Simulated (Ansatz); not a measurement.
# C3H7AlO2: a ladder of functionals and wavefunction methods

One table from this session's results is given with a row withheld; the runs are named, their logs left out.

Method: functionals in def2-TZVPP, the program's frozen cores in correlated methods; program: Ansatz 0.2.0, Gaussian basis.

Levels to be run: PBE-D4, r2SCAN-D4, PBE0-D4, B3LYP-D4, ωB97X-V, ωB97M-V, B2PLYP; CCSD(T)/def2-TZVPP; MP2/def2-QZVPP; extrapolation to the limit.

### The geometry

An earlier PBE0-D4 in a triple-zeta def2 set relaxation fixed the geometry.

SMILES `C[O][Al]1[CH2]C[O]1`, 13 atoms, charge 0, spin multiplicity 1.

Atoms are counted from 1 here; the program's logs count them from 0.

Bond lengths: C1–O2 1.395 Å, C1–H7 1.094 Å, C1–H8 1.094 Å, C1–H9 1.095 Å, O2–Al3 1.664 Å, Al3–C4 1.939 Å, Al3–O6 1.717 Å, C4–C5 1.546 Å, C4–H10 1.090 Å, C4–H11 1.090 Å, C5–O6 1.447 Å, C5–H12 1.094 Å, C5–H13 1.094 Å. Angles: O2–C1–H7 110.0°, O2–C1–H8 110.0°, O2–C1–H9 112.2°, H7–C1–H8 108.0°, H7–C1–H9 108.2°, H8–C1–H9 108.2°, C1–O2–Al3 144.5°, O2–Al3–C4 144.2°, O2–Al3–O6 134.1°, C4–Al3–O6 81.8°, Al3–C4–C5 80.4°, Al3–C4–H10 118.3°, Al3–C4–H11 118.3°, C5–C4–H10 114.2°, C5–C4–H11 114.2°, H10–C4–H11 109.0°, C4–C5–O6 106.5°, C4–C5–H12 111.8° and more.

The first run:

in.yaml

```yaml
crystal:
  periodic: [false, false, false]
  atoms:
    - {symbol: C, position_ang: [-0.714249, -2.137819, 1.861646]}
    - {symbol: O, position_ang: [-0.260768, -1.545705, 0.682268]}
    - {symbol: Al, position_ang: [0.032602, -0.095376, -0.079731]}
    - {symbol: C, position_ang: [0.665383, 0.717515, -1.722269]}
    - {symbol: C, position_ang: [0.351162, 1.993942, -0.908822]}
    - {symbol: O, position_ang: [-0.144273, 1.550960, 0.376382]}
    - {symbol: H, position_ang: [0.073228, -2.762564, 2.294608]}
    - {symbol: H, position_ang: [-1.576712, -2.778143, 1.651940]}
    - {symbol: H, position_ang: [-1.012733, -1.395893, 2.610037]}
    - {symbol: H, position_ang: [1.717231, 0.602140, -1.983210]}
    - {symbol: H, position_ang: [0.061184, 0.601379, -2.621847]}
    - {symbol: H, position_ang: [-0.415147, 2.607026, -1.392901]}
    - {symbol: H, position_ang: [1.243489, 2.607939, -0.753302]}
basis:
  gaussian: {orbitals: def2-TZVPP}
hamiltonian: {xc: pbe, dispersion: d4}
output: {forces: true, orbitals: {seedname: orbitals}}
```

Run with:

```sh
> ansatz run in.yaml --threads 4 --pin off --events-out ev --progress --plain --max-ram 10444MiB
```

Steps of the session up to this table: PBE-D4 (GGA); r2SCAN-D4 (meta-GGA); PBE0-D4 (hybrid); B3LYP-D4 (hybrid); ωB97X-V (range-separated); ωB97M-V (range-separated); B2PLYP (double hybrid); CCSD(T) in def2-TZVPP; MP2 in def2-QZVPP.

One table of the session follows, with a row left open; its other results are not shown here.

```
            method  atomisation energy (kJ/mol)
            PBE-D4                       5278.6
         r2SCAN-D4                       5192.3
           PBE0-D4                       5174.5
          B3LYP-D4                       5156.3
           ωB97X-V                       5180.0
           ωB97M-V                            ?
            B2PLYP                       5119.6
     HF/def2-TZVPP                       3741.4
    MP2/def2-TZVPP                       5159.0
   CCSD/def2-TZVPP                       4963.1
CCSD(T)/def2-TZVPP                       5042.6
           MP2/CBS                       5291.4
       CCSD(T)/CBS                       5174.9
```

Estimate the missing values for ωB97M-V.

As computed: atomisation energy (kJ/mol): 5185.8. In the column «atomisation energy (kJ/mol)» it lies between ωB97X-V (5180.0) and r2SCAN-D4 (5192.3).

Limits of these values: Free atoms (3 C, 2 O, 1 Al, 7 H) were run apart at each level; the atomisation energy is their sum less the molecule, without zero-point or spin-orbit terms.
